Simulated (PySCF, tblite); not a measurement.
**C7H9BO: geometry, infrared bands and NMR shifts**

Aim: predict the infrared bands and NMR shifts of C7H9BO (`Bc1ccc(OC)cc1`).

Computed with tblite 0.8.0 and PySCF 2.14.0, with density-fitted response routines of our own, on a single molecule in the gas phase. Atoms are numbered from 0 throughout.

### Step 1. The molecule as given

18 atoms, charge 0, multiplicity 1; geometry from: force field or distance geometry start.

Bonds of the start (Å): B0–C1 1.55, C1–C2 1.40, C2–C3 1.39, C3–C4 1.42, C4–O5 1.40, O5–C6 1.43, C4–C7 1.39, C7–C8 1.40, C8–C1 1.42, B0–H9 1.19, B0–H10 1.19, C2–H11 1.09, C3–H12 1.06, C6–H13 1.11, C6–H14 1.12, C6–H15 1.11, C7–H16 1.08, C8–H17 1.09.

### Step 2. Optimising the geometry with GFN2-xTB

Job settings and geometry (Å):

```
{"job": {"kind": "relax", "xc": "GFN2-xTB", "basis": "xTB"}, "charge": 0, "multiplicity": 1}
B     -3.349800     0.527200     0.460000
C     -1.835900     0.199700     0.333300
C     -1.017300     0.881000    -0.571500
C      0.335000     0.593800    -0.688800
C      0.908800    -0.410400     0.142000
O      2.265200    -0.745200     0.064100
C      3.207100    -0.128700    -0.817700
C      0.106600    -1.088500     1.053200
C     -1.256600    -0.798700     1.156000
H     -4.044200    -0.050100     1.237800
H     -3.845300     1.362700    -0.223500
H     -1.452900     1.650500    -1.209100
H      0.927200     1.135400    -1.386900
H      2.906700    -0.297900    -1.871900
H      3.271800     0.964600    -0.599400
H      4.202300    -0.587100    -0.643900
H      0.530900    -1.857000     1.684200
H     -1.868200    -1.345000     1.870400
```

Run with:

```bash
> OMP_NUM_THREADS=1 python probes_run.py task.json out
```

One launch serves the whole session: the jobs run in the order shown.

**Question.** This job is followed by: GFN2-xTB harmonic vibrations, gas phase; GIAO PBE0/pcSseg-1 NMR shielding, non-relativistic, gas phase. Predict these results of the whole session: strongest single infrared mode (GFN2-xTB); zero-point energy (GFN2-xTB); ¹³C shifts against TMS (PBE0/pcSseg-1, means over atoms taken as alike); ¹H shifts against TMS (PBE0/pcSseg-1, means over atoms taken as alike); ¹¹B shifts against BF3·OEt2 (PBE0/pcSseg-1); ¹⁷O shifts against H2O (PBE0/pcSseg-1); surface potential, 1st and 99th percentile.

As calculated:

| quantity | value |
| --- | --- |
| strongest single infrared mode (GFN2-xTB) | 1267 cm⁻¹, 473 km/mol |
| zero-point energy (GFN2-xTB) | 87.4 kcal/mol |
| ¹³C shifts against TMS (PBE0/pcSseg-1, means over atoms taken as alike) | 172.0, 152.1, 142.5, 117.2, 55.9 ppm |
| ¹H shifts against TMS (PBE0/pcSseg-1, means over atoms taken as alike) | 8.30, 7.16, 7.11, 4.03 ppm |
| ¹¹B shifts against BF3·OEt2 (PBE0/pcSseg-1) | 71.2 ppm |
| ¹⁷O shifts against H2O (PBE0/pcSseg-1) | 121.2 ppm |
| surface potential, 1st and 99th percentile | -0.84 V and 1.13 V |

Over 31 steps the energy fell by 0.203 eV; of the close pairs, C4–O5 changed most, 1.399 to 1.357 Å. No mode is imaginary among the 48: a minimum at this level. The strongest single mode, at 1267 cm⁻¹, is spread over many atoms; the largest shares are those of C4, C1. Unscaled tight-binding wavenumbers are off by several per cent, some by more. Its intensities can rank the bands wrongly. NICS(1)zz of -25 ppm above the planar ring from C1 marks a diatropic (aromatic) ring current. By nearest atom (PBE0/pcSseg-1), the HOMO sits on C1 23 %; O5 20 % and the LUMO on B0 36 %; C4 13 %.
